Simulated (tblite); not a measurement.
# C3H8OSi: the cost of one run

The runs use tblite 0.8.0 and PySCF 2.14.0, with density-fitted response routines of our own; the level of theory stands in each step. All values are computed, except where a source is named. Atoms count from 0, in the outputs and in this text.

### Step 1. Starting geometry

13 atoms, charge 0, multiplicity 1; geometry from: force field or distance geometry start.

Bonds of the start (Å): C0–C1 1.33, C1–C2 1.50, C1–Si3 1.87, Si3–O4 1.65, C0–H5 1.10, C0–H6 1.09, C2–H7 1.10, C2–H8 1.10, C2–H9 1.09, Si3–H10 1.49, Si3–H11 1.47, O4–H12 0.97.

### Step 2. Geometry optimisation with GFN2-xTB

Job settings and geometry (Å):

```
{"job": {"kind": "relax", "xc": "GFN2-xTB", "basis": "xTB"}, "charge": 0, "multiplicity": 1}
C     -0.551200     0.959200    -1.195800
C     -0.324900     0.263300    -0.082900
C     -1.415200    -0.135400     0.874500
Si     1.393200    -0.283500     0.414300
O      2.254800    -0.764700    -0.907300
H     -1.570700     1.275000    -1.464200
H      0.233800     1.260300    -1.882300
H     -1.252600     0.298100     1.871600
H     -2.394300     0.226000     0.524900
H     -1.501100    -1.222500     0.966100
H      1.286500    -1.450000     1.337900
H      2.100300     0.815700     1.097900
H      1.737100    -1.241100    -1.572200
```

Launch:

```
OMP_NUM_THREADS=1 python probes_run.py task.json out
```

This one command runs all jobs of the session in turn.

**Question.** How long does this first job take on 1 thread of Intel Xeon at 2.50GHz, shared host, and how much memory does it need?

About 1.1 s, with a peak of 0.18 GiB.
